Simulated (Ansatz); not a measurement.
# NbAs: the cost of one run

Computed with Ansatz 0.2.0 (DFT r2SCAN, scalar-relativistic, plane waves, PAW, unless a step's input says otherwise).

2 further runs of the same task are left out: 2 set aside as unsound or not needed.

## Step 1: The system as given

It takes space group I4_1md (No. 109, tetragonal). The conventional cell has a = 3.458 Å, b = 3.458 Å, c = 11.768 Å, α = 90.00°, β = 90.00°, γ = 90.00°. Nb (site symmetry 2mm) has 6 As at 2.62 to 2.63 Å as nearest neighbours. As (site symmetry 2mm) is surrounded by 6 Nb at 2.62 to 2.63 Å.

Coordinates:

```xyz
8
Lattice="3.4575 0.0000 0.0000 0.0000 3.4575 0.0000 0.0000 0.0000 11.7684" Properties=species:S:1:pos:R:3 pbc="T T T"
Nb    1.7288    1.7288   11.7583
Nb    1.7288    0.0000    2.9320
Nb    0.0000    0.0000    5.8741
Nb    0.0000    1.7288    8.8162
As    0.0000    0.0000   10.7899
As    0.0000    1.7288    1.9636
As    1.7288    1.7288    4.9057
As    1.7288    0.0000    7.8478
```

## Step 2: Zero strain

input.yaml reads:

```yaml
crystal:
  lattice:
    - [3.4575182373, 0.0, 0.0]
    - [0.0, 3.4575182373, 0.0]
    - [0.0, 0.0, 11.7683623764]
  atoms:
    - { symbol: Nb, position: [0.5, 0.5, 0.9991416592] }
    - { symbol: Nb, position: [0.5, 0.0, 0.2491416592] }
    - { symbol: Nb, position: [0.0, 0.0, 0.4991416592] }
    - { symbol: Nb, position: [0.0, 0.5, 0.7491416592] }
    - { symbol: As, position: [0.0, 0.0, 0.9168583408] }
    - { symbol: As, position: [0.0, 0.5, 0.1668583408] }
    - { symbol: As, position: [0.5, 0.5, 0.4168583408] }
    - { symbol: As, position: [0.5, 0.0, 0.6668583408] }
basis:
  ecutwfc: 500
kpoints:
  mp_grid: { grid: [10, 10, 4] }
hamiltonian:
  xc: r2scan
scf:
  occupations: { method: gaussian, width: 0.1 }
output:
  forces: true
  stress: true
  eigenvalues: true
```

Launch:

```bash
> ansatz run input.yaml --threads 1 --pin off --max-ram 2560MiB --backend cpu --events-out ev --progress --plain --runs-dir out
```

What time and memory should one allow on 1 thread of Intel Xeon 6975P-C (Granite Rapids), shared host?

About 51 s, with a peak of 0.96 GiB.
